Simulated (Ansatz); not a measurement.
# HfH2+ (doublet): from Hartree-Fock to the top rungs, def2-QZVPP

One table from this session's results is given with a row withheld; the runs are named, their logs left out.

The runs use Ansatz 0.2.0, Gaussian basis; def2-QZVPP, core rule «outside noble gas», up to 4 orbitals frozen.

The runs, in order: UHF; ROHF; CCSD(T) on UHF.

2 further runs of the same task are left out: 2 set aside as unsound or not needed.

## The system

The geometry is a PBE0/def2-TZVP stationary point (not a proven minimum) of the parent state, kept for this charge and spin. No spin-orbit coupling is included. Elements past krypton take def2 core potentials.

3 atoms, charge 1, spin multiplicity 2.

Atoms are counted from 1 here; the program's logs count them from 0.

Bond lengths: Hf1–H2 1.912 Å, Hf1–H3 1.912 Å. Angles: H2–Hf1–H3 180.0°.

The first run:

The input, in.yaml:

```yaml
crystal:
  periodic: [false, false, false]
  atoms:
    - {symbol: Hf, position_ang: [0.000000, 0.000000, 0.000000]}
    - {symbol: H, position_ang: [0.000000, 0.000000, -1.911800]}
    - {symbol: H, position_ang: [0.000000, 0.000000, 1.911800]}
basis:
  gaussian: {orbitals: "def2-QZVPP.json"}
total_charge: 1
magnetization: {spin_polarized: true, initial_magnetization: 1}
hamiltonian: {xc: hf}
output: {orbitals: {seedname: orbitals}}
```

The run is started by

```bash
$ ansatz run in.yaml --threads 1 --pin off --events-out ev --progress --plain --max-ram 2560MiB --backend cpu
```

Steps of the session up to this table: UHF; ROHF; CCSD(T) on UHF.

One table of the session follows, with a row left open; its other results are not shown here.

It belongs to the step «Misses and costs». 

| method | from UCCSD(T) (meV) |
| --- | --- |
| ROHF | +2411.9 |
| UHF | ? |
| UMP2 | +488.0 |
| UCCSD | +38.6 |
| UCCSD(T) | 0 |

Q: Estimate the row for UHF from the others.

As computed: from UCCSD(T) (meV): +2345.7. In the column «from UCCSD(T) (meV)» it lies between UMP2 (+488.0) and ROHF (+2411.9).

Caveats from the session: Warnings: coupled cluster took another determinant than the lowest.
